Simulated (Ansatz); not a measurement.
# CdS: the cost of one run

Computed with Ansatz 0.2.0 (DFT PBE, scalar-relativistic, plane waves, PAW, unless a step's input says otherwise).

3 further runs of the same task are left out: 3 set aside as unsound or not needed. Runs told in other sessions of the task aren't counted.

### 1 Starting point

Symmetry: P6_3mc, No. 186, hexagonal system. Conventional cell: a = 4.197 Å, b = 4.197 Å, c = 6.831 Å, α = 90.00°, β = 90.00°, γ = 120.00°. Cd (site symmetry 3m) is surrounded by 4 S at 2.57 Å. S (site symmetry 3m) is surrounded by 4 Cd at 2.57 Å.

Coordinates:

```cif
data_structure
_symmetry_space_group_name_H-M 'P6_3mc'
_symmetry_Int_Tables_number 186
_cell_length_a 4.1973
_cell_length_b 4.1973
_cell_length_c 6.8307
_cell_angle_alpha 90.000
_cell_angle_beta 90.000
_cell_angle_gamma 120.000
_cell_volume 104.22
loop_
_atom_site_label
_atom_site_type_symbol
_atom_site_symmetry_multiplicity
_atom_site_Wyckoff_symbol
_atom_site_fract_x
_atom_site_fract_y
_atom_site_fract_z
_atom_site_occupancy
Cd1 Cd 2 b 0.66667 0.33333 0.50026 1
S1 S 2 b 0.66667 0.33333 0.87674 1
```

It goes back to an entry of the Materials Project.

It is the result of an earlier relaxation at this level (volume 26.05 Å³/atom; gap on the mesh: 1.11 eV).

### 2 The bulk's band edges

Input file input.yaml:

```yaml
crystal:
  lattice:
    - [4.1973183002, 0.0, 0.0]
    - [-2.0986591501, 3.6349842757, 0.0]
    - [0.0, 0.0, 6.8307328048]
  atoms:
    - { symbol: Cd, position: [0.6666666667, 0.3333333333, 0.5002556783] }
    - { symbol: Cd, position: [0.3333333333, 0.6666666667, 0.0002556783] }
    - { symbol: S, position: [0.6666666667, 0.3333333333, 0.8767443217] }
    - { symbol: S, position: [0.3333333333, 0.6666666667, 0.3767443217] }
basis:
  ecutwfc: 420
kpoints:
  mp_grid: { grid: [6, 6, 4] }
  band_path: { path: [VBM, CBM], npoints: 2 }
hamiltonian:
  xc: pbe
scf:
  occupations: { method: gaussian, width: 0.02 }
output:
  forces: true
  stress: true
  eigenvalues: true
```

Command:

```bash
$ ansatz run input.yaml --threads 8 --pin off --max-ram 20480MiB --backend cpu --events-out ev --progress --plain --runs-dir out
```

Q: Estimate wall time and peak memory on 8 threads of AMD EPYC 7R43 (Zen 3), shared host.

About 2.9 s, with a peak of 0.52 GiB.
